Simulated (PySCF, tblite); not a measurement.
**C6H8O2SSi: geometry, infrared bands and NMR shifts**

What infrared bands and NMR shifts should C6H8O2SSi (`C=C(C)[SiH2]SC(=C=O)C=O`) show?

Programs: tblite 0.8.0 and PySCF 2.14.0, with density-fitted response routines of our own. Each step states its level of theory. These are calculated values for one molecule in the gas phase, unless marked as measured. Atoms are numbered from 0 throughout.

### Step 1. The starting structure

18 atoms, charge 0, multiplicity 1; geometry from: force field or distance geometry start.

Bonds of the start (Å): C0–C1 1.34, C1–C2 1.51, C1–Si3 1.87, Si3–S4 2.16, S4–C5 1.72, C5–C6 1.30, C6–O7 1.18, C5–C8 1.48, C8–O9 1.22, C0–H10 1.08, C0–H11 1.09, C2–H12 1.10, C2–H13 1.10, C2–H14 1.08, Si3–H15 1.49, Si3–H16 1.47, C8–H17 1.10.

### Step 2. Geometry optimisation with GFN2-xTB

The job: settings as JSON, then the geometry in Å.

```
{"job": {"kind": "relax", "xc": "GFN2-xTB", "basis": "xTB"}, "charge": 0, "multiplicity": 1}
C     -0.920000     1.493200    -0.741100
C     -1.223700     0.234400    -0.398500
C     -2.182400    -0.088100     0.719700
Si    -0.462900    -1.244300    -1.252200
S      1.143000    -1.960300     0.007500
C      1.887200    -0.519100     0.583200
C      1.929800    -0.264600     1.854600
O      1.977100    -0.006900     3.010000
C      2.584600     0.413400    -0.330300
O      2.588500     0.300200    -1.547100
H     -0.242300     1.733700    -1.549900
H     -1.392300     2.339600    -0.234400
H     -3.042000    -0.670500     0.350800
H     -2.600400     0.827100     1.158800
H     -1.708400    -0.636200     1.524400
H     -1.477400    -2.327400    -1.351200
H      0.042500    -0.875300    -2.582000
H      3.090500     1.257600     0.159500
```

Launch:

```sh
> OMP_NUM_THREADS=1 python probes_run.py task.json out
```

The driver reads the jobs from task.json and runs them one after another.

Standard output:

```text
step      E/eV     max force
  0    -815.22838    3.499
  1    -815.12234    9.189
  2    -815.39032    1.027
  3    -815.39824    1.275
  4    -815.41284    0.247
  5    -815.41908    0.247
  6    -815.42638    0.408
  7    -815.43223    0.320
  8    -815.43767    0.183
  9    -815.44389    0.206
 10    -815.45069    0.333
 11    -815.45735    0.315
 12    -815.46439    0.195
 13    -815.47018    0.199
 14    -815.47456    0.164
 15    -815.47850    0.180
 16    -815.48285    0.197
 17    -815.48728    0.198
 18    -815.49078    0.169
 19    -815.49304    0.123
 20    -815.49476    0.103
 21    -815.49659    0.127
 22    -815.49839    0.129
 23    -815.49962    0.100
 24    -815.50027    0.069
 25    -815.50066    0.044
 26    -815.50104    0.070
 27    -815.50146    0.070
 28    -815.50187    0.051
 29    -815.50230    0.053
 30    -815.50281    0.063
 31    -815.50336    0.075
 32    -815.50382    0.057
 33    -815.50412    0.057
 34    -815.50434    0.048
 35    -815.50459    0.048
 36    -815.50490    0.070
 37    -815.50530    0.063
 38    -815.50581    0.065
 39    -815.50653    0.086
 40    -815.50753    0.090
 41    -815.50872    0.092
 42    -815.50979    0.094
 43    -815.51076    0.082
 44    -815.51191    0.103
 45    -815.51330    0.131
 46    -815.51482    0.139
 47    -815.51635    0.111
 48    -815.51779    0.098
 49    -815.51919    0.092
 50    -815.52062    0.124
 51    -815.52197    0.178
 52    -815.52357    0.149
 53    -815.52523    0.089
 54    -815.52660    0.077
 55    -815.52738    0.090
 56    -815.52858    0.086
 57    -815.52937    0.081
 58    -815.53001    0.052
 59    -815.53040    0.050
 60    -815.53076    0.055
 61    -815.53122    0.062
 62    -815.53188    0.078
 63    -815.53269    0.071
 64    -815.53345    0.060
 65    -815.53404    0.061
 66    -815.53456    0.056
 67    -815.53522    0.066
 68    -815.53601    0.074
 69    -815.53695    0.091
 70    -815.53805    0.093
 71    -815.53948    0.100
 72    -815.54112    0.124
 73    -815.54263    0.107
 74    -815.54364    0.069
 75    -815.54443    0.070
 76    -815.54503    0.067
 77    -815.54580    0.062
 78    -815.54638    0.089
 79    -815.54700    0.068
 80    -815.54772    0.072
 81    -815.54864    0.100
 82    -815.54977    0.106
 83    -815.55116    0.133
 84    -815.55299    0.169
 85    -815.55518    0.140
 86    -815.55702    0.381
 87    -815.56062    0.198
 88    -815.56377    0.234
 89    -815.56652    0.167
 90    -815.56862    0.222
 91    -815.57050    0.137
 92    -815.57164    0.071
 93    -815.57253    0.080
 94    -815.57369    0.090
 95    -815.57587    0.117
 96    -815.57821    0.128
 97    -815.57990    0.124
 98    -815.58062    0.160
 99    -815.58139    0.062
100    -815.58193    0.074
101    -815.58274    0.054
102    -815.58305    0.063
103    -815.58356    0.050
104    -815.58410    0.055
105    -815.58488    0.069
106    -815.58561    0.103
107    -815.58621    0.141
108    -815.58664    0.097
109    -815.58697    0.068
110    -815.58725    0.057
111    -815.58741    0.042
112    -815.58768    0.039
113    -815.58800    0.040
114    -815.58843    0.053
115    -815.58901    0.065
116    -815.58968    0.089
117    -815.59058    0.102
118    -815.59131    0.097
119    -815.59220    0.083
120    -815.59283    0.125
121    -815.59356    0.094
122    -815.59428    0.068
123    -815.59530    0.102
124    -815.59654    0.067
125    -815.59768    0.089
126    -815.59798    0.185
127    -815.59805    0.169
128    -815.59938    0.109
129    -815.59979    0.080
130    -815.60035    0.104
131    -815.60092    0.036
132    -815.60117    0.049
133    -815.60159    0.052
134    -815.60178    0.034
135    -815.60206    0.037
136    -815.60233    0.064
137    -815.60258    0.044
138    -815.60286    0.051
139    -815.60327    0.054
140    -815.60365    0.043
141    -815.60393    0.041
142    -815.60408    0.047
143    -815.60428    0.033
144    -815.60446    0.023
145    -815.60471    0.032
146    -815.60494    0.045
147    -815.60514    0.063
148    -815.60531    0.045
149    -815.60548    0.041
150    -815.60562    0.038
151    -815.60572    0.028
152    -815.60581    0.022
153    -815.60589    0.022
154    -815.60599    0.020
155    -815.60612    0.023
156    -815.60626    0.030
157    -815.60643    0.034
158    -815.60661    0.030
159    -815.60676    0.024
160    -815.60687    0.021
161    -815.60695    0.020
162    -815.60704    0.020
163    -815.60715    0.028
164    -815.60726    0.027
165    -815.60738    0.027
166    -815.60750    0.033
167    -815.60763    0.046
168    -815.60776    0.042
169    -815.60788    0.025
170    -815.60795    0.017
171    -815.60798    0.012
172    -815.60800    0.009
```

It took 1.8 s on 1 thread of Arm Neoverse V1, shared host.

The steps of the relaxation: (not every step is listed) (the energy doesn't fall at every step)

```
step  energy from step 0 (eV)  largest force (eV/Å)
   0                   0.0000                3.4985
   1                   0.1060                9.1890
   2                  -0.1619                1.0265
   3                  -0.1699                1.2750
   4                  -0.1845                0.2468
   5                  -0.1907                0.2473
   6                  -0.1980                0.4078
   7                  -0.2038                0.3196
   8                  -0.2093                0.1829
  23                  -0.2712                0.0996
  38                  -0.2774                0.0653
  53                  -0.2968                0.0893
  68                  -0.3076                0.0743
  83                  -0.3228                0.1330
  98                  -0.3522                0.1602
 113                  -0.3596                0.0399
 128                  -0.3710                0.1087
 143                  -0.3759                0.0327
 158                  -0.3782                0.0300
 167                  -0.3792                0.0458
 168                  -0.3794                0.0421
 169                  -0.3795                0.0248
 170                  -0.3796                0.0170
 171                  -0.3796                0.0117
 172                  -0.3796                0.0093
```

Distances of close pairs at the start and the end, largest changes first:

```
   bond  before (Å)  after (Å)  change (Å)
  S4–C5       1.721      1.795      +0.074
  C5–C8       1.480      1.429      -0.051
 Si3–S4       2.163      2.206      +0.043
  C6–O7       1.185      1.154      -0.031
 C1–Si3       1.869      1.888      +0.019
Si3–H16       1.470      1.451      -0.018
  C5–C6       1.297      1.313      +0.015
  C0–C1       1.339      1.324      -0.015
```

The end geometry stands in the next job.

### Step 3. Vibrational analysis with GFN2-xTB

The job: settings as JSON, then the geometry in Å.

```
{"job": {"kind": "ir", "xc": "GFN2-xTB", "basis": "xTB"}, "charge": 0, "multiplicity": 1}
C     -1.523239     1.476114    -1.480107
C     -1.274031     0.436354    -0.698481
C     -1.868510     0.327922     0.674950
Si    -0.199572    -1.002206    -1.283137
S      0.822953    -2.029681     0.379749
C      1.930125    -0.753261     0.986852
C      2.540582    -1.055256     2.109100
O      3.048281    -1.375728     3.094196
C      2.070745     0.453145     0.234145
O      1.466145     0.676048    -0.795930
H     -1.102108     1.557471    -2.466301
H     -2.155575     2.292513    -1.163471
H     -2.448094    -0.590869     0.760712
H     -2.516019     1.175571     0.891097
H     -1.081616     0.288184     1.429232
H     -1.133032    -2.130391    -1.479587
H      0.643548    -0.931030    -2.462368
H      2.770657     1.191418     0.651029
```

Standard output:

```text
mode    cm-1     km/mol
  1      14.2      0.24
  2      24.3      0.69
  3      83.0      4.17
  4      97.8      0.60
  5     112.5      1.34
  6     135.2      3.74
  7     156.0     43.19
  8     182.0     11.40
  9     225.0      3.72
 10     270.9      5.49
 11     337.5      2.09
 12     353.2      6.67
 13     413.2     21.13
 14     435.8     50.29
 15     446.5     13.89
 16     519.1     16.81
 17     527.5     29.84
 18     565.7      6.52
 19     591.5     72.83
 20     635.3     12.13
 21     660.6     26.14
 22     679.4     15.98
 23     765.1    315.18
 24     869.4     58.36
 25     879.1    125.48
 26     908.4     35.69
 27     965.0      8.22
 28    1011.6     13.50
 29    1038.8      0.43
 30    1077.5     50.22
 31    1216.7      1.43
 32    1305.7      0.63
 33    1397.8     14.29
 34    1399.8     21.98
 35    1421.5      0.41
 36    1479.0      8.70
 37    1485.9      2.97
 38    1657.6    583.22
 39    1689.2      5.15
 40    2149.8    278.30
 41    2243.2   1796.94
 42    2354.6    209.06
 43    2842.4     67.93
 44    2988.3     29.64
 45    3009.3     20.42
 46    3023.3     34.68
 47    3068.8     56.38
 48    3129.5     30.97
```

It took 0.94 s on 1 thread of Arm Neoverse V1, shared host.

Which atoms move in the most intense modes:

```
cm⁻¹  km/mol                                  atoms
 592    72.8                     H15 42 %, H16 26 %
 765   315.2                     H15 70 %, Si3 10 %
 879   125.5  H16 41 %, H15 23 %, H17 21 %, C8 12 %
1658   583.2                       C8 60 %, O9 38 %
2150   278.3                               H15 96 %
2243  1796.9                       C6 69 %, O7 23 %
2355   209.1                               H16 96 %
2842    67.9                               H17 93 %
```

### Step 4. NMR shieldings: PBE0/pcSseg-1

The job, as its differences from that of step 3:

```diff
@@ -1,2 +1,2 @@
-{"job": {"kind": "ir", "xc": "GFN2-xTB", "basis": "xTB"}, "charge": 0, "multiplicity": 1}
+{"job": {"kind": "nmr", "xc": "PBE0", "basis": "pcSseg-1"}, "charge": 0, "multiplicity": 1}
 C     -1.523239     1.476114    -1.480107
```

Method: GIAO PBE0/pcSseg-1 NMR shielding, non-relativistic, gas phase.

Standard output:

```text
coarse grid: 16896 points
cycle   1  E = -1070.4778858698  dE =  1.669e+00  |g| = 1.003e+00  |ddm| = 4.230e+00
cycle   2  E = -1069.4124983373  dE =  1.065e+00  |g| = 2.470e+00  |ddm| = 3.907e+00
cycle   3  E = -1070.6650540975  dE = -1.253e+00  |g| = 3.219e-01  |ddm| = 3.292e+00
cycle   4  E = -1070.6801926161  dE = -1.514e-02  |g| = 2.235e-01  |ddm| = 5.457e-01
cycle   5  E = -1070.6890666219  dE = -8.874e-03  |g| = 8.004e-02  |ddm| = 2.225e-01
cycle   6  E = -1070.6904240120  dE = -1.357e-03  |g| = 1.522e-02  |ddm| = 7.553e-02
cycle   7  E = -1070.6904783900  dE = -5.438e-05  |g| = 5.020e-03  |ddm| = 2.167e-02
cycle   8  E = -1070.6904835036  dE = -5.114e-06  |g| = 1.984e-03  |ddm| = 7.054e-03
final grid: 156312 points
cycle   9  E = -1070.7737154338  dE = -9.439e-06  |g| = 1.633e-02  |ddm| = 3.776e-02
cycle  10  E = -1070.7735588220  dE =  1.566e-04  |g| = 3.322e-02  |ddm| = 3.891e-02
cycle  11  E = -1070.7737640559  dE = -2.052e-04  |g| = 3.623e-03  |ddm| = 2.856e-02
cycle  12  E = -1070.7737672422  dE = -3.186e-06  |g| = 3.012e-04  |ddm| = 3.829e-03
cycle  13  E = -1070.7737672531  dE = -1.084e-08  |g| = 2.200e-04  |ddm| = 5.277e-04
cycle  14  E = -1070.7737672639  dE = -1.081e-08  |g| = 7.666e-05  |ddm| = 2.917e-04
cycle  15  E = -1070.7737672650  dE = -1.138e-09  |g| = 2.143e-05  |ddm| = 8.253e-05
cycle  16  E = -1070.7737672651  dE = -9.140e-11  |g| = 5.509e-06  |ddm| = 2.217e-05
converged SCF energy = -1070.7737672651

GIAO shielding tensors (ppm)
atom      isotropic    diamagn.    paramagn.     s11        s22        s33       span
  0 C       56.686     251.630    -194.943    -54.330     74.793    149.596    203.926
  1 C       32.385     263.547    -231.161    -90.382     18.616    168.922    259.304
  2 C      160.427     247.018     -86.592    146.192    152.657    182.431     36.239
  3 Si     387.134     877.788    -490.654    306.994    416.711    437.696    130.703
  4 S      641.384    1057.706    -416.323    513.350    529.380    881.421    368.071
  5 C      136.737     266.048    -129.311    102.604    147.282    160.324     57.720
  6 C      -14.368     261.394    -275.762    -97.841    -55.061    109.797    207.639
  7 O      -77.917     400.754    -478.671   -216.533    -99.771     82.552    299.084
  8 C        2.443     241.887    -239.443    -87.239    -15.071    109.640    196.879
  9 O     -245.727     403.516    -649.243   -757.422   -345.341    365.581   1123.003
 10 H       25.995      30.696      -4.702     22.402     24.653     30.930      8.528
 11 H       25.846      30.534      -4.688     22.576     25.117     29.845      7.269
 12 H       29.515      29.262       0.253     25.751     28.204     34.589      8.838
 13 H       29.902      30.494      -0.592     26.275     28.172     35.259      8.984
 14 H       29.722      32.154      -2.432     24.475     30.679     34.012      9.537
 15 H       26.747      28.372      -1.624     23.219     24.880     32.144      8.924
 16 H       25.763      28.499      -2.736     22.725     23.390     31.174      8.450
 17 H       22.181      27.660      -5.480     19.474     20.853     26.215      6.742
```

Wall time 61 s (1 thread of Arm Neoverse V1, shared host); peak memory 1.1 GiB.

The references, computed at this level on geometries of the same kind, shield at (ppm): 1H TMS 31.72, 13C TMS 186.9, 29Si TMS 349.2, 17O H2O 336.1, 33S CS2 504. Their shielding less the atom's gives the shift. The references are single molecules in the gas phase, so shifts against H2O, NH3, PH3, H3PO4 or CFCl3 are not on the usual liquid scales and can be off by tens of ppm. Atoms listed in one row are averaged.

```
        atoms                              environment  σ (ppm)  δ (ppm)  δ scaled to CDCl3
           C6               central carbon of a ketene    -14.4    201.3              194.5
           C8                 aldehyde carbonyl carbon      2.4    184.5              178.1
           C1          fully substituted alkene carbon     32.4    154.5              148.9
           C0                     terminal =CH2 carbon     56.7    130.2              125.2
           C5              terminal carbon of a ketene    136.7     50.2               42.7
           C2                    allylic methyl carbon    160.4     26.5               23.9
          H17  hydrogen on an aldehyde carbonyl carbon    22.18     9.54               9.10
          H11       hydrogen on a terminal =CH2 carbon    25.85     5.87               5.64
          H10       hydrogen on a terminal =CH2 carbon    25.99     5.72               5.50
     H15, H16     hydrogen on a silicon bonded to C, S    26.26     5.46                  –
H12, H13, H14     hydrogen on an allylic methyl carbon    29.71     2.00               1.99
          Si3              silicon bonded to C, S, 2 H    387.1    -38.0                  –
           S4                   sulfur bonded to C, Si      641     -138                  –
           O9                          aldehyde oxygen   -245.7    581.8                  –
           O7                          carbonyl oxygen    -77.9    414.0                  –
```

The scaled column applies a straight-line fit of computed shieldings to shifts measured in CDCl3, with any fitted terms for Cl, Br or S neighbours (root-mean-square error 0.16 ppm for H, 1.9 ppm for C).

The run also stored atomic charges by several schemes (e):

```
atoms  Mulliken    IAO  Hirshfeld  ESP fit
   C0     -0.07  -0.30      -0.10    -0.58
   C1     -0.61  -0.24      -0.08     0.28
   C2     -0.17  -0.41      -0.12    -0.48
  Si3      0.71   0.72       0.30     0.14
   S4     -0.15  -0.12      -0.08    -0.13
   C5     -0.62  -0.34      -0.08    -0.52
   C6      0.53   0.49       0.23     0.64
   O7     -0.21  -0.23      -0.10    -0.27
   C8      0.45   0.24       0.11     0.51
   O9     -0.42  -0.39      -0.16    -0.41
```

Mayer bond orders: C0–C1 1.99, C1–C2 1.05, C1–Si3 0.83, Si3–S4 0.82, S4–C5 1.03, C5–C6 1.52, C6–O7 2.20, C5–C8 1.07, C8–O9 1.77.

### Step 5. Results

```
                                                              quantity                                       value
                             strongest single infrared mode (GFN2-xTB)                      2243 cm⁻¹, 1797 km/mol
                                          zero-point energy (GFN2-xTB)                               75.5 kcal/mol
                                13C shifts against TMS (PBE0/pcSseg-1)  201.3, 184.5, 154.5, 130.2, 50.2, 26.5 ppm
1H shifts against TMS (PBE0/pcSseg-1, means over atoms taken as alike)            9.54, 5.87, 5.72, 5.46, 2.00 ppm
                               29Si shifts against TMS (PBE0/pcSseg-1)                                   -38.0 ppm
                                33S shifts against CS2 (PBE0/pcSseg-1)                                    -138 ppm
                                17O shifts against H2O (PBE0/pcSseg-1)                            581.8, 414.0 ppm
```

In words: The optimisation took 172 steps and gained 0.380 eV; among the close pairs (by a distance rule), S4–C5 changed most, from 1.721 to 1.795 Å. All 48 modes are real, so the xTB geometry is a minimum. The strongest single mode, at 2243 cm⁻¹, moves mainly C6. GFN2-xTB is a fitted tight-binding method: band positions and strengths are rough. Its intensities can rank the bands wrongly. The most deshielded hydrogen is H17 (hydrogen on an aldehyde carbonyl carbon), at 9.54 ppm: the C=O anisotropy and electron withdrawal place aldehyde protons far downfield. At PBE0/pcSseg-1: Shielding is most anisotropic at O9 (span 1123 ppm, paramagnetic term -649 ppm).
